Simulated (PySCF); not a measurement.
# B4H16Hf (Hf(BH4)4): the cost of one run

The runs use PySCF 2.14.0; TPSS, Hf def2-SVP with ECP60, B def2-SVP, H def2-SVP; scalar-relativistic core potentials, no spin–orbit coupling.

5 further runs of the same task are left out: 2 for a known fault of the program, 2 that didn't finish, 1 set aside as unsound or not needed.

## Step 1: Starting geometry

21 atoms, charge 0, spin multiplicity 1.

Bond lengths: Hf1–B2 2.213 Å, Hf1–H4 2.149 Å, Hf1–H5 2.149 Å, Hf1–H6 2.149 Å, Hf1–B7 2.213 Å, Hf1–H9 2.149 Å, Hf1–H10 2.149 Å, Hf1–H11 2.149 Å, Hf1–B12 2.213 Å, Hf1–H14 2.150 Å, Hf1–H15 2.150 Å, Hf1–H16 2.150 Å, Hf1–B17 2.213 Å, Hf1–H19 2.150 Å, Hf1–H20 2.150 Å, Hf1–H21 2.150 Å, B2–H3 1.200 Å, B2–H4 1.250 Å and more. Angles: B2–Hf1–H4 33.3°, B2–Hf1–H5 33.3°, B2–Hf1–H6 33.3°, B2–Hf1–B7 109.5°, B2–Hf1–H9 76.2°, B2–Hf1–H10 122.5°, B2–Hf1–H11 122.5°, B2–Hf1–B12 109.5°, B2–Hf1–H14 91.2°, B2–Hf1–H15 142.7°, B2–Hf1–H16 91.2°, B2–Hf1–B17 109.5°, B2–Hf1–H19 91.2°, B2–Hf1–H20 91.2°, B2–Hf1–H21 142.7°, H4–Hf1–H5 56.7°, H4–Hf1–H6 56.7°, H4–Hf1–B7 76.2° and more.

Coordinates:

```xyz
21
charge 0, multiplicity 1
Hf    0.00000    0.00000    0.00000
B     1.27790    1.27790    1.27790
H     1.97070    1.97070    1.97070
H     0.55650    0.55650    2.00020
H     2.00020    0.55650    0.55650
H     0.55650    2.00020    0.55650
B    -1.27790   -1.27790    1.27790
H    -1.97070   -1.97070    1.97070
H    -0.55650   -0.55650    2.00020
H    -2.00020   -0.55650    0.55650
H    -0.55650   -2.00020    0.55650
B     1.27790   -1.27790   -1.27790
H     1.97070   -1.97070   -1.97070
H     1.51900   -1.51900   -0.07530
H     0.07530   -1.51900   -1.51900
H     1.51900   -0.07530   -1.51900
B    -1.27790    1.27790   -1.27790
H    -1.97070    1.97070   -1.97070
H    -1.51900    1.51900   -0.07530
H    -0.07530    1.51900   -1.51900
H    -1.51900    0.07530   -1.51900
```

Formal oxidation states: Hf +4.

## Step 2: SCF at the start, singlet

File run.py (the lines that set the calculation):

```python
mol = gto.M(atom='''
Hf     0.00000     0.00000     0.00000
B      1.27790     1.27790     1.27790
H      1.97070     1.97070     1.97070
H      0.55650     0.55650     2.00020
H      2.00020     0.55650     0.55650
H      0.55650     2.00020     0.55650
B     -1.27790    -1.27790     1.27790
H     -1.97070    -1.97070     1.97070
H     -0.55650    -0.55650     2.00020
H     -2.00020    -0.55650     0.55650
H     -0.55650    -2.00020     0.55650
B      1.27790    -1.27790    -1.27790
H      1.97070    -1.97070    -1.97070
H      1.51900    -1.51900    -0.07530
H      0.07530    -1.51900    -1.51900
H      1.51900    -0.07530    -1.51900
B     -1.27790     1.27790    -1.27790
H     -1.97070     1.97070    -1.97070
H     -1.51900     1.51900    -0.07530
H     -0.07530     1.51900    -1.51900
H     -1.51900     0.07530    -1.51900''',
    basis={'Hf': 'def2-SVP', 'B': 'def2-SVP', 'H': 'def2-SVP'},
    ecp={'Hf': 'def2-SVP'},
    charge=0, spin=0)
mf = dft.RKS(mol, xc='TPSS')
mf.grids.atom_grid = (50, 194)
mf = mf.density_fit()  # fitting sets: Hf def2-universal-JKFIT, B def2-universal-JKFIT, H def2-universal-JKFIT
mf.conv_tol = 1e-08; mf.max_cycle = 55
mf.kernel(dm0)  # dm0: free metal ions and neutral atoms
```

Run with:

```sh
$ OMP_NUM_THREADS=4 python run.py
```

What time and memory should one allow on 4 threads of Intel Xeon Platinum 8488C (Sapphire Rapids), shared host?

About 10 s, with a peak of 1.2 GiB.
